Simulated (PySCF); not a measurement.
# CH6BOP: the cost of one run

Programs: PySCF 2.14.0, with density-fitted response routines of our own. Each step states its level of theory. These are calculated values for one molecule in the gas phase, unless marked as measured. Atoms count from 0, in the outputs and in this text.

## Step 1: The molecule as given

10 atoms, charge 0, multiplicity 1; geometry from: PBE0-D3(BJ)/def2-SVP.

Bonds of the start (Å): C0–O1 1.41, O1–B2 1.34, B2–P3 1.93, C0–H4 1.10, C0–H5 1.10, C0–H6 1.10, B2–H7 1.21, P3–H8 1.43, P3–H9 1.42.

## Step 2: NMR shieldings: PBE0/pcSseg-2

The job: settings as JSON, then the geometry in Å.

```
{"job": {"kind": "nmr", "xc": "PBE0", "basis": "pcSseg-2", "pop": false}, "charge": 0, "multiplicity": 1}
C     -1.411184     0.322335     0.239386
O     -0.851848    -0.821659    -0.355909
B      0.467401    -1.009297    -0.528460
P      1.823803     0.203223     0.109671
H     -0.853986     0.626057     1.142135
H     -1.422702     1.167221    -0.468557
H     -2.446747     0.092334     0.525890
H      0.800525    -2.062519    -1.023564
H      1.276763     1.439197    -0.345456
H      2.727363     0.019996    -0.973989
```

Method: GIAO PBE0/pcSseg-2 NMR shielding, non-relativistic, gas phase.

The run is started by

```
> OMP_NUM_THREADS=1 python probes_run.py task.json out
```

The driver reads the jobs from task.json and runs them one after another.

Q: Estimate the wall time and peak memory of this first job on 1 thread of Arm Neoverse V1, shared host.

About 18 s, with a peak of 0.87 GiB.
